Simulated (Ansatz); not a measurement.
**CH2F3OSi radical: how energies converge with the basis set**

The task here is to estimate one member of a computed series from the others.

Computed with Ansatz 0.2.0, Gaussian basis. Level: one geometry, several basis sets.

Plan: PBE0-D4/def2-SVP; ωB97M-V/def2-SVP; PBE0-D4/def2-QZVPP; ωB97M-V/def2-QZVPP; the functionals' def2-TZVPP values are taken from earlier runs.

2 further runs of the same task are left out: 2 that didn't finish.

**Structure used throughout**

All runs share one geometry, relaxed beforehand with PBE0-D4 in a triple-zeta def2 set.

SMILES `FC(F)(F)O[SiH2]`, 8 atoms, charge 0, spin multiplicity 2.

Atoms are counted from 1 here; the program's logs count them from 0.

Bond lengths: F1–C2 1.341 Å, C2–F3 1.337 Å, C2–F4 1.326 Å, C2–O5 1.331 Å, O5–Si6 1.681 Å, Si6–H7 1.488 Å, Si6–H8 1.483 Å. Angles: F1–C2–F3 106.9°, F1–C2–F4 107.9°, F1–C2–O5 112.2°, F3–C2–F4 107.9°, F3–C2–O5 111.8°, F4–C2–O5 109.8°, C2–O5–Si6 127.8°, O5–Si6–H7 109.4°, O5–Si6–H8 103.0°, H7–Si6–H8 112.3°.

Set-up of the first run:

File in.yaml:

```yaml
crystal:
  periodic: [false, false, false]
  atoms:
    - {symbol: F, position_ang: [0.488283, -1.620183, 0.376349]}
    - {symbol: C, position_ang: [1.037999, -0.504279, -0.125017]}
    - {symbol: F, position_ang: [1.872655, -0.028733, 0.805586]}
    - {symbol: F, position_ang: [1.758977, -0.844503, -1.184414]}
    - {symbol: O, position_ang: [0.121291, 0.395446, -0.473855]}
    - {symbol: Si, position_ang: [-1.225456, 0.887806, 0.403611]}
    - {symbol: H, position_ang: [-2.134977, -0.272260, 0.605714]}
    - {symbol: H, position_ang: [-1.826671, 1.929504, -0.463775]}
basis:
  gaussian: {orbitals: def2-SVP}
magnetization: {spin_polarized: true, initial_magnetization: 1}
hamiltonian: {xc: pbe0, dispersion: d4}
output: {orbitals: {seedname: orbitals}}
```

The run is started by

```console
$ ansatz run in.yaml --threads 2 --pin off --events-out ev --progress --plain --max-ram 20480MiB --backend cpu
```

Steps of the session up to this table: PBE0-D4 in def2-SVP; ωB97M-V in def2-SVP; PBE0-D4 in def2-QZVPP; ωB97M-V in def2-QZVPP.

One of the session's tables, all rows but one given; the rest of the session is left out.

It belongs to the step «Functionals by basis». 

```
functional       basis  HOMO (eV)  LUMO (eV)
   PBE0-D4    def2-SVP          ?          ?
   PBE0-D4  def2-TZVPP      -6.81      -2.86
   PBE0-D4  def2-QZVPP      -6.82      -2.89
   ωB97M-V    def2-SVP      -8.54      -1.18
   ωB97M-V  def2-TZVPP      -8.58      -1.24
   ωB97M-V  def2-QZVPP      -8.61      -1.31
```

Estimate the missing values for PBE0-D4, def2-SVP.

**Answer.** HOMO (eV): -6.79; LUMO (eV): -2.87. In the column «HOMO (eV)» it is the highest.
